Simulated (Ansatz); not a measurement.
**CH3BrOSi: basis-set convergence**

How large a basis does CH3BrOSi need? Two functionals are run in growing sets.

Computed with Ansatz 0.2.0, Gaussian basis. Level: one geometry, several basis sets.

Levels to be run: PBE0-D4/def2-SVP; ωB97M-V/def2-SVP; PBE0-D4/def2-QZVPP; ωB97M-V/def2-QZVPP; the functionals' def2-TZVPP values are taken from earlier runs.

## Step 1: The geometry

All runs share one geometry, relaxed beforehand with PBE0-D4 in a triple-zeta def2 set.

7 atoms, charge 0, spin multiplicity 1.

Atoms are counted from 1 here; the program's logs count them from 0.

Bond lengths: C1–O2 1.412 Å, C1–H5 1.091 Å, C1–H6 1.091 Å, C1–H7 1.092 Å, O2–Si3 1.621 Å, Si3–Br4 2.297 Å. Angles: O2–C1–H5 108.7°, O2–C1–H6 108.8°, O2–C1–H7 111.1°, H5–C1–H6 109.0°, H5–C1–H7 109.7°, H6–C1–H7 109.6°, C1–O2–Si3 138.1°, O2–Si3–Br4 103.3°.

## Step 2: PBE0-D4 in def2-SVP

Input file in.yaml:

```yaml
crystal:
  periodic: [false, false, false]
  atoms:
    - {symbol: C, position_ang: [-0.028475, 0.839719, -0.188705]}
    - {symbol: O, position_ang: [0.687830, -0.287017, -0.649709]}
    - {symbol: Si, position_ang: [0.777724, -1.873569, -0.330526]}
    - {symbol: Br, position_ang: [-0.753872, -2.160232, 1.357703]}
    - {symbol: H, position_ang: [0.683601, 1.585469, 0.168569]}
    - {symbol: H, position_ang: [-0.594425, 1.260502, -1.021505]}
    - {symbol: H, position_ang: [-0.711185, 0.567128, 0.618474]}
basis:
  gaussian: {orbitals: def2-SVP}
hamiltonian: {xc: pbe0, dispersion: d4}
output: {orbitals: {seedname: orbitals}}
```

Further steps of the session: ωB97M-V in def2-SVP; PBE0-D4 in def2-QZVPP; ωB97M-V in def2-QZVPP.

**Question.** What will the summary of the whole plan be? Wanted: PBE0-D4: double and triple zeta above quadruple; ωB97M-V: double and triple zeta above quadruple.

**Answer**, as computed:

| quantity | value |
| --- | --- |
| PBE0-D4: double and triple zeta above quadruple | 16.93, 1.88 eV |
| ωB97M-V: double and triple zeta above quadruple | 16.94, 1.81 eV |

PBE0-D4 gains 15.05 eV from double to triple zeta, then 1.88 eV more. Total energies overstate the basis error of differences, where much of it tends to cancel.
